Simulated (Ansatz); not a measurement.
# AlPt: the cost of one run

Computed with Ansatz 0.2.0 (DFT PBEsol, scalar-relativistic, plane waves, PAW, unless a step's input says otherwise).

1 further run of the same task is left out (set aside as unsound or not needed).

## Step 1: Starting point

The structure is cubic, space group Pm-3m (No. 221). Conventional cell: a = 3.060 Å, b = 3.060 Å, c = 3.060 Å, α = 90.00°, β = 90.00°, γ = 90.00°. Around Al (site symmetry m-3m) lie 8 Pt at 2.65 Å. Around Pt (site symmetry m-3m) lie 8 Al at 2.65 Å.

As a file:

```cif
data_structure
_symmetry_space_group_name_H-M 'P 1'
_symmetry_Int_Tables_number 1
_cell_length_a 3.0602
_cell_length_b 3.0602
_cell_length_c 3.0602
_cell_angle_alpha 90.000
_cell_angle_beta 90.000
_cell_angle_gamma 90.000
_cell_volume 28.66
loop_
_atom_site_label
_atom_site_type_symbol
_atom_site_fract_x
_atom_site_fract_y
_atom_site_fract_z
_atom_site_occupancy
Al1 Al 0.00000 0.00000 0.00000 1
Pt1 Pt 0.50000 0.50000 0.50000 1
```

It goes back to an entry of the Materials Project, which need not be the stable form.

It is the result of an earlier relaxation at this level (volume 14.33 Å³/atom; gap on the mesh: none (metal)).

## Step 2: Zero of the scan

input.yaml reads:

```yaml
crystal:
  lattice:
    - [3.0601616564, 0.0, 0.0]
    - [0.0, 3.0601616564, 0.0]
    - [0.0, 0.0, 3.0601616564]
  atoms:
    - { symbol: Al, position: [0.0, 0.0, 0.0] }
    - { symbol: Pt, position: [0.5, 0.5, 0.5] }
basis:
  ecutwfc: 420
kpoints:
  mp_grid: { grid: [12, 12, 12] }
hamiltonian:
  xc: pbesol
scf:
  occupations: { method: gaussian, width: 0.15 }
output:
  forces: true
  stress: true
  eigenvalues: true
  write_density: true
  write_potential: true
  elf: true
  volumetric_format: npy
```

Command:

```console
> ansatz run input.yaml --threads 1 --pin off --max-ram 2560MiB --backend cpu --events-out ev --progress --plain --runs-dir out
```

What time and memory should one allow on 1 thread of Arm Neoverse V2, shared host?

About 2.3 s, with a peak of 0.31 GiB.
